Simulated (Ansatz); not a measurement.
What does this script print? It uses Ansatz 0.2.0, Python API.

`pdos_ba3sbp.py`:
```python
"""Which atoms and shells make the states of Ba3SbP."""

import ansatz as az
import numpy as np

SETTINGS = {
    "xc": "mr2scan",
    "cutoff_ev": 300,
    "kspacing": 0.32,
    "filling": "fixed",
    "max_scf": 200,
    "n_empty": 16,
}

cell = (
    az.Lattice.cubic(6.113177)
    .space_group(221)
    .atom("Ba", (0.0, 0.5, 0.5))
    .atom("Sb", (0.0, 0.0, 0.0))
    .atom("P", (0.5, 0.5, 0.5))
)

model = cell.calculation()
model = model.functional(SETTINGS["xc"])
model = model.basis(SETTINGS["cutoff_ev"])
model = model.kpoints(spacing=SETTINGS["kspacing"])
model = model.occupations(SETTINGS["filling"])
model = model.mixing("broyden").initial_density(normalization="cell")
model = model.scf(max_iterations=SETTINGS["max_scf"]).scf(extra_bands=SETTINGS["n_empty"])
model = model.density_of_states(projected=True, energy_step=0.1)
result = model.run()
rep = result.report

dos = result.density_of_states()
energy = np.asarray(dos.energies_ev) - dos.fermi_ev
curves = {}
for site in result.projected_density_of_states().sites:
    for shell in site.shells:
        weight = sum(np.sum(curve.g_bin_mean_per_ev, axis=0) for curve in shell.curves)
        name = f"{site.species} {shell.label}"
        curves[name] = curves.get(name, 0) + weight

print("E-EF   " + " ".join(f"{name:>8s}" for name in curves))
for e in np.arange(-6, 6 + 0.1, 1.0):
    print(f"{e:5.1f}  " + " ".join(f"{np.interp(e, energy, g):8.3f}" for g in curves.values()))
```

Running `python pdos_ba3sbp.py` prints:
```text
DeckWarning: basis.ecutwfc = 300 eV is below the records' recommended 500 eV, and the density's cutoff is lower with it unless basis.ecutrho_ratio is high enough to keep the records' density cutoff: compare with a run at a higher cutoff
RunWarning: iter 1: σ=0 fill of 25 bands saw a band overlap (occupied 6.2563 eV > unoccupied 6.1689 eV) — on an unconverged iterate often a transient of an unconverged empty band; one that stands at the close is told there (band_overlap_at_count); if the run fails to converge, the spectrum is likely genuinely metallic [...]
E-EF      Ba 5S    Ba 6S    Ba 5P    Sb 5S    Sb 5P    Sb 4D     P 3S     P 3P
 -6.0     0.000    0.000    0.000    0.000    0.000    0.000    0.000    0.000
 -5.0     0.000    0.000    0.000    0.000    0.000    0.000    0.000    0.000
 -4.0     0.000    0.000    0.000    0.000    0.000    0.000    0.000    0.000
 -3.0     0.000    0.000    0.000    0.000    0.000    0.000    0.000    0.000
 -2.0     0.046    0.465    0.058    0.009    0.197    0.000    0.018    2.533
 -1.0     0.007    0.564    0.090    0.010    3.093    0.000    0.014    1.347
  0.0     0.000    0.000    0.000    0.000    0.006    0.000    0.000    0.006
  1.0     0.003    0.071    0.000    0.010    0.000    0.000    0.005    0.000
  2.0     0.018    1.397    0.021    0.098    0.253    0.000    0.043    0.184
  3.0     0.010    0.445    0.004    0.005    0.034    0.000    0.019    0.013
  4.0     0.007    0.583    0.010    0.001    0.266    0.000    0.022    0.104
  5.0     0.005    0.210    0.003    0.001    0.131    0.000    0.026    0.047
  6.0     0.005    0.209    0.004    0.000    0.048    0.000    0.004    0.084
```
(Warnings from the package without file and line, shortened.)

Notes:
- These settings explore the input space; cutoff and mesh may be short of convergence.
- The cutoff lies under the one recommended for these potentials.
- Semilocal gaps usually lie well under measured ones.
- With fixed filling the reported Fermi level is the top filled level among the k-points of the SCF.
- The empty d shell of the heavier alkali and alkaline-earth atoms, which makes much of a conduction band, may have no channel.
- The crystal has a gap of about 0.87 eV on the mesh; bins of finite width blur the band edges.
- This cell is a computed structure, which may not be the phase found in nature.
- Curves are summed over the cell's atoms. Only shells that the potentials hold have channels, so projections don't add up to the total, least of all where a shell is missing (p of most metals); heights and places of peaks move with the mesh.
- The computed bands are complete only to about 5.6 eV above the Fermi level; beyond that the density of states is undercounted.
- By the engine's processor time: 6.4 s on 1 thread of Intel(R) Xeon(R) Processor @ 2.30GHz, on a shared host, peak memory 0.75 GiB.
